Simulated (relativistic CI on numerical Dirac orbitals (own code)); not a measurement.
# Zn⁴⁺ (3d8) in crystal fields: levels and magnetism

Aim: the levels, ground state and powder susceptibility of Zn⁴⁺ in 6 parametric crystal fields.

Program: relativistic CI on numerical Dirac orbitals (own code) version 1. Level of theory: Dirac-Coulomb-Breit CI, KLI orbitals optimised for each configuration, model QED (radiative potential, 1s self-energy scaled to tabulated hydrogen-like ionisation energies), valence Slater integrals scaled by 0.85, one configuration in a parametric crystal field. These are calculated values, not measurements, unless marked.

## Step 1: Starting point

```
ion            : Zn⁴⁺ (Zn V)
nuclear charge : 30
electrons      : 26
open shell     : 3d8
Slater scale   : 0.85
field 1 (cm⁻¹) : D3d, 10Dq = 29400, Dsigma = 110, Dtau = 200
field 2 (cm⁻¹) : D3d, 10Dq = 29400, Dsigma = 330, Dtau = 200
field 3 (cm⁻¹) : D3d, 10Dq = 29400, Dsigma = 550, Dtau = 200
field 4 (cm⁻¹) : D3d, 10Dq = 29400, Dsigma = 760, Dtau = 200
field 5 (cm⁻¹) : D3d, 10Dq = 29400, Dsigma = 980, Dtau = 200
field 6 (cm⁻¹) : D3d, 10Dq = 29400, Dsigma = 1200, Dtau = 200
```

The outer shells:

[Ar] 3d8
```
[Ar] core
3d [↑↓][↑↓][↑↓][↑ ][↑ ]
```

## Step 2: Field 1: D3d, 10Dq = 29400, Dsigma = 110, Dtau = 200

Settings of the run:

```ini
atom Zn  Z=30  charge=4  electrons=26
nucleus A=64  rms_radius_fm=3.9283
hamiltonian dirac-coulomb  breit=on  qed=on  c_scale=1
orbitals kli  potential=per-configuration
slater_scale 0.85
correlation none
mixing on
configurations
  [Ar] 3d8
end
crystal_field D3d 10Dq=29400 Dsigma=110 Dtau=200
```

## Step 3: Field 2: D3d, 10Dq = 29400, Dsigma = 330, Dtau = 200

Changes to the settings of step 2:

```diff
@@ -10,2 +10,2 @@
 end
-crystal_field D3d 10Dq=29400 Dsigma=110 Dtau=200
+crystal_field D3d 10Dq=29400 Dsigma=330 Dtau=200
```

## Step 4: Field 3: D3d, 10Dq = 29400, Dsigma = 550, Dtau = 200

Changes to the settings of step 3:

```diff
@@ -10,2 +10,2 @@
 end
-crystal_field D3d 10Dq=29400 Dsigma=330 Dtau=200
+crystal_field D3d 10Dq=29400 Dsigma=550 Dtau=200
```

## Step 5: Field 4: D3d, 10Dq = 29400, Dsigma = 760, Dtau = 200

Changes to the settings of step 4:

```diff
@@ -10,2 +10,2 @@
 end
-crystal_field D3d 10Dq=29400 Dsigma=550 Dtau=200
+crystal_field D3d 10Dq=29400 Dsigma=760 Dtau=200
```

## Step 6: Field 5: D3d, 10Dq = 29400, Dsigma = 980, Dtau = 200

Changes to the settings of step 5:

```diff
@@ -10,2 +10,2 @@
 end
-crystal_field D3d 10Dq=29400 Dsigma=760 Dtau=200
+crystal_field D3d 10Dq=29400 Dsigma=980 Dtau=200
```

## Step 7: Field 6: D3d, 10Dq = 29400, Dsigma = 1200, Dtau = 200

Changes to the settings of step 6:

```diff
@@ -10,2 +10,2 @@
 end
-crystal_field D3d 10Dq=29400 Dsigma=980 Dtau=200
+crystal_field D3d 10Dq=29400 Dsigma=1200 Dtau=200
```

(Steps that only read results are left out.)

**Question.** What will these runs give? Wanted: ground spin.

The runs gave:

| field | ground state | degeneracy | S | J | first gap (cm⁻¹) | stabilisation (cm⁻¹) | χT at 2 K | χT at 300 K |
| --- | --- | --- | --- | --- | --- | --- | --- | --- |
| 1: D3d | E | 2 | 1.00 | 3.35 | 0 | -34515 | 1.157 | 1.180 |
| 2: D3d | E | 2 | 1.00 | 3.36 | 1 | -34511 | 1.121 | 1.180 |
| 3: D3d | E | 2 | 1.00 | 3.36 | 2 | -34515 | 1.063 | 1.180 |
| 4: D3d | E | 2 | 1.00 | 3.36 | 3 | -34528 | 1.006 | 1.180 |
| 5: D3d | E | 2 | 1.00 | 3.36 | 4 | -34549 | 0.955 | 1.180 |
| 6: D3d | E | 2 | 1.00 | 3.36 | 4 | -34579 | 0.913 | 1.180 |

χT is in cm³ K/mol; stabilisation counts from the free ion's lowest level; S and J come from the expectation values of their squares.

| quantity | value |
| --- | --- |
| ground spin (effective S from ⟨S²⟩) | 1: 1.00, 2: 1.00, 3: 1.00, 4: 1.00, 5: 1.00, 6: 1.00 |
| χT at 300 K | 1.18 to 1.18 cm³ K/mol |

All fields leave the ground state at S = 1. The field is a set of parameters, without covalency or charge transfer.
